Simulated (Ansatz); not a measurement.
**GeH6SSi: harmonic frequencies at the relaxed geometry**

At which frequencies does GeH6SSi vibrate? Aim: harmonic frequencies at the relaxed geometry, for GeH6SSi, run from a script.

Program: the Python package of Ansatz 0.2.0. Level of theory: B3LYP/def2-SVP. These are calculated values, not measurements.

### Step 1. Starting point

Bond lengths: S1–Si2 2.089 Å, Si2–Ge3 2.299 Å, S1–H4 1.380 Å, Si2–H5 1.487 Å, Si2–H6 1.483 Å, Ge3–H7 1.611 Å, Ge3–H8 1.514 Å, Ge3–H9 1.578 Å. Angles: S1–Si2–Ge3 107.6°, S1–Si2–H5 109.8°, S1–Si2–H6 110.0°, Ge3–Si2–H5 109.3°, Ge3–Si2–H6 110.5°, H5–Si2–H6 109.5°, Si2–S1–H4 91.9°, Si2–Ge3–H7 108.6°, Si2–Ge3–H8 110.3°, Si2–Ge3–H9 109.4°, H7–Ge3–H8 107.8°, H7–Ge3–H9 107.4°, H8–Ge3–H9 113.2°.

geh6ssi.xyz, read by the script:

```xyz
9

S    -1.98050    1.21040   -0.39810
Si    0.08450    1.04600   -0.12680
Ge    0.53680   -1.12650    0.47570
H    -1.96660    0.27960   -1.41720
H     0.78660    1.36030   -1.39880
H     0.53400    1.98340    0.93070
H     2.12570   -1.27970    0.69370
H     0.12900   -2.07560   -0.63170
H    -0.16090   -1.44430    1.85530
```

### Step 2. The script

Input file geh6ssi.py:

```python
'''Harmonic frequencies of GeH6SSi at its relaxed geometry.'''

import warnings

import ansatz as az
from ase import Atoms
from ase.thermochemistry import IdealGasThermo
import numpy as np

warnings.simplefilter('ignore', az.DeckWarning)

mol = az.Crystal.molecule_from_extxyz('geh6ssi.xyz')

job = (
    mol.calculation()
    .basis(gaussian='def2-SVP')
    .functional('b3lyp')
)
symbols = [site.symbol for site in mol.cartesian_sites]
start = np.array([site.position_ang for site in mol.cartesian_sites], dtype=float)
rep = job.relax(force_tolerance=0.003).run().report
end = np.array(rep['positions_ang'])

print('bond        before    after (A)')
for i, j in [(0, 1), (0, 3), (1, 2), (1, 4), (1, 5), (2, 6), (2, 7), (2, 8)]:
    d0, d1 = (np.linalg.norm(xyz[i] - xyz[j]) for xyz in (start, end))
    print(f'{symbols[i]}{i}-{symbols[j]}{j}'.ljust(10), f'{d0:8.4f} {d1:8.4f}')

# same settings at the minimum
minimum = az.Crystal.molecule()
for symbol, xyz in zip(symbols, end):
    minimum = minimum.atom(symbol, xyz.tolist())
vibrating = (
    minimum.calculation()
    .basis(gaussian='def2-SVP')
    .functional('b3lyp')
    .phonons(temperatures=(100, 500, 100))
)
vib = vibrating.run().report['vibrations']
sums = vib['harmonic_sums']
modes = [m['omega_inv_cm'] for m in sums['modes_at_gamma'] if m['rigid_motion'] == 'no']
for number, w in enumerate(modes, start=1):
    print(f'mode {number:2d} {w:9.1f} 1/cm {w / 8065.544 * 1000:8.2f} meV')
print('imaginary modes:', sum(w < 0 for w in modes), ' zero-point energy:', round(sums['zero_point_energy_ev'], 4), 'eV')
# rigid rotor and ideal gas, symmetry number taken as one
gas = IdealGasThermo(vib_energies=[w / 8065.544 for w in modes if w > 0], geometry='linear' if len(modes) == 3 * len(symbols) - 5 else 'nonlinear',
                     atoms=Atoms(symbols, positions=end), symmetrynumber=1, spin=0.0)
print(f'H(298 K) - E = {gas.get_enthalpy(298.15, verbose=False):.4f} eV')
print(f'S(298 K, 1 bar) = {96485.33 * gas.get_entropy(298.15, 1e5, verbose=False):.1f} J/(mol K) with symmetry number 1')
```

### Step 3. The calls as engine input

The engine receives this input (first run):

```yaml
crystal:
  periodic: [false, false, false]
  atoms:
    - { symbol: S, position_ang: [-1.9805, 1.2104, -0.3981] }
    - { symbol: Si, position_ang: [0.0845, 1.046, -0.1268] }
    - { symbol: Ge, position_ang: [0.5368, -1.1265, 0.4757] }
    - { symbol: H, position_ang: [-1.9666, 0.2796, -1.4172] }
    - { symbol: H, position_ang: [0.7866, 1.3603, -1.3988] }
    - { symbol: H, position_ang: [0.534, 1.9834, 0.9307] }
    - { symbol: H, position_ang: [2.1257, -1.2797, 0.6937] }
    - { symbol: H, position_ang: [0.129, -2.0756, -0.6317] }
    - { symbol: H, position_ang: [-0.1609, -1.4443, 1.8553] }
basis:
  gaussian:
    orbitals: def2-SVP
hamiltonian:
  xc: b3lyp
relax:
  f_tol: 0.003
```

### Step 4. The run

Command:

```bash
$ python geh6ssi.py
```

The program printed:

```text
bond        before    after (A)
S0-Si1       2.0892   2.1714
S0-H3        1.3803   1.3542
Si1-Ge2      2.2994   2.4004
Si1-H4       1.4865   1.4940
Si1-H5       1.4829   1.4901
Ge2-H6       1.6111   1.5455
Ge2-H7       1.5144   1.5451
Ge2-H8       1.5783   1.5427
mode  1      97.1 1/cm    12.04 meV
mode  2     105.6 1/cm    13.10 meV
mode  3     190.5 1/cm    23.62 meV
mode  4     333.2 1/cm    41.31 meV
mode  5     356.8 1/cm    44.24 meV
mode  6     461.2 1/cm    57.18 meV
mode  7     500.6 1/cm    62.06 meV
mode  8     521.8 1/cm    64.69 meV
mode  9     653.0 1/cm    80.97 meV
mode 10     764.5 1/cm    94.79 meV
mode 11     803.4 1/cm    99.61 meV
mode 12     851.4 1/cm   105.56 meV
mode 13     884.9 1/cm   109.71 meV
mode 14     887.2 1/cm   110.00 meV
mode 15     933.9 1/cm   115.79 meV
mode 16    2110.2 1/cm   261.63 meV
mode 17    2117.7 1/cm   262.56 meV
mode 18    2129.3 1/cm   264.00 meV
mode 19    2199.8 1/cm   272.74 meV
mode 20    2232.0 1/cm   276.73 meV
mode 21    2664.4 1/cm   330.35 meV
imaginary modes: 0  zero-point energy: 1.3513 eV
H(298 K) - E = 1.5626 eV
S(298 K, 1 bar) = 347.0 J/(mol K) with symmetry number 1
```

It took 3 min on 1 thread of Arm Neoverse V2, shared host; peak memory 0.35 GiB.

### Step 5. What changed from run to run

The engine's inputs for the other runs:

Run 2, against run 1:

```diff
@@ -4,9 +4,9 @@
-    - { symbol: S, position_ang: [-1.9805, 1.2104, -0.3981] }
-    - { symbol: Si, position_ang: [0.0845, 1.046, -0.1268] }
-    - { symbol: Ge, position_ang: [0.5368, -1.1265, 0.4757] }
-    - { symbol: H, position_ang: [-1.9666, 0.2796, -1.4172] }
-    - { symbol: H, position_ang: [0.7866, 1.3603, -1.3988] }
-    - { symbol: H, position_ang: [0.534, 1.9834, 0.9307] }
-    - { symbol: H, position_ang: [2.1257, -1.2797, 0.6937] }
-    - { symbol: H, position_ang: [0.129, -2.0756, -0.6317] }
-    - { symbol: H, position_ang: [-0.1609, -1.4443, 1.8553] }
+    - { symbol: S, position_ang: [-2.0331448034105812, 1.3062999972193585, -0.4847314927187159] }
+    - { symbol: Si, position_ang: [0.10042149835566935, 1.066390621199124, -0.16033568093491962] }
+    - { symbol: Ge, position_ang: [0.627523282657847, -1.175111213396727, 0.5175450413266073] }
+    - { symbol: H, position_ang: [-2.1231557621024244, 0.3418495445841454, -1.4311041382749217] }
+    - { symbol: H, position_ang: [0.8876699891400622, 1.434642540988642, -1.375542138812192] }
+    - { symbol: H, position_ang: [0.4176188735938938, 2.036772790671665, 0.9250528307422624] }
+    - { symbol: H, position_ang: [2.150960405179451, -1.3745523338542227, 0.6848504417788728] }
+    - { symbol: H, position_ang: [0.12505072114143143, -2.1743549776021824, -0.5484473912827842] }
+    - { symbol: H, position_ang: [-0.06434420455534817, -1.5083369698098024, 1.8555125281757912] }
@@ -18,2 +18,5 @@
-relax:
-  f_tol: 0.003
+phonons:
+  temperatures:
+    t_min: 100.0
+    t_max: 500.0
+    t_step: 100.0
```

Lines on the test bed's own set-up are left out of the output.

### Step 6. The runs side by side

One row for each of the 2 runs:

```csv
run,kind of run,energy from run 2 (eV),SCF cycles in all,CPU time (s)
1,relaxation,0.0000,71,40
2,phonons,0.0000,300,140
```

### Step 7. The relaxation of run 1, step by step

Relaxation path:

```csv
step,E - E(step 1) (eV),largest force component (eV/Å)
1,0.0000,1.4504
2,-0.2077,0.3138
3,-0.2194,0.1453
4,-0.2245,0.0846
5,-0.2251,0.0197
6,-0.2253,0.0058
7,-0.2253,0.0038
8,-0.2253,0.0033
9,-0.2253,0.0025
```

Step 1 is the start.

Before: Bond lengths: S1–Si2 2.089 Å, Si2–Ge3 2.299 Å, S1–H4 1.380 Å, Si2–H5 1.487 Å, Si2–H6 1.483 Å, Ge3–H7 1.611 Å, Ge3–H8 1.514 Å, Ge3–H9 1.578 Å. Angles: S1–Si2–Ge3 107.6°, S1–Si2–H5 109.8°, S1–Si2–H6 110.0°, Ge3–Si2–H5 109.3°, Ge3–Si2–H6 110.5°, H5–Si2–H6 109.5°, Si2–S1–H4 91.9°, Si2–Ge3–H7 108.6°, Si2–Ge3–H8 110.3°, Si2–Ge3–H9 109.4°, H7–Ge3–H8 107.8°, H7–Ge3–H9 107.4°, H8–Ge3–H9 113.2°.

After: Bond lengths: S1–Si2 2.171 Å, Si2–Ge3 2.400 Å, S1–H4 1.354 Å, Si2–H5 1.494 Å, Si2–H6 1.490 Å, Ge3–H7 1.546 Å, Ge3–H8 1.545 Å, Ge3–H9 1.543 Å. Angles: S1–Si2–Ge3 111.2°, S1–Si2–H5 111.7°, S1–Si2–H6 104.2°, Ge3–Si2–H5 110.1°, Ge3–Si2–H6 110.8°, H5–Si2–H6 108.7°, Si2–S1–H4 95.2°, Si2–Ge3–H7 111.6°, Si2–Ge3–H8 109.7°, Si2–Ge3–H9 110.4°, H7–Ge3–H8 108.2°, H7–Ge3–H9 108.7°, H8–Ge3–H9 108.2°.

### Step 8. Harmonic frequencies

Frequencies (cm⁻¹; negative: imaginary): 97, 106, 190, 333, 357, 461, 501, 522, 653, 765, 803, 851, 885, 887, 934, 2110, 2118, 2129, 2200, 2232, 2664.

### Step 9. What came out

| quantity | value |
| --- | --- |
| runs compared | 2 |
| moves of the relaxation of run 1 | 8 |
| energy gained in run 1 | 0.225 eV |
| last largest force component of run 1 | 0.0025 eV/Å |
| highest frequency | 2664 cm⁻¹ |
| imaginary modes | 0 |
| zero-point energy | 1.351 eV |

What this shows: Run 1: After 8 moves the largest shift is 0.169 Å, of atom 4 (H). All frequencies are real, so the geometry is a minimum. The values are harmonic; measured fundamentals also hold anharmonic shifts, mostly downward for stretches. Notes:
- The frequencies are harmonic and unscaled, in a modest basis. The result belongs to the one conformer reached from this start, and soft torsions count as harmonic oscillators.
- b3lyp holds the VWN-RPA fit, as in Gaussian; the form of ORCA and Turbomole is b3lyp5.
- The entropy takes a symmetry number of 1; a symmetric molecule's is lower by R ln(sigma).
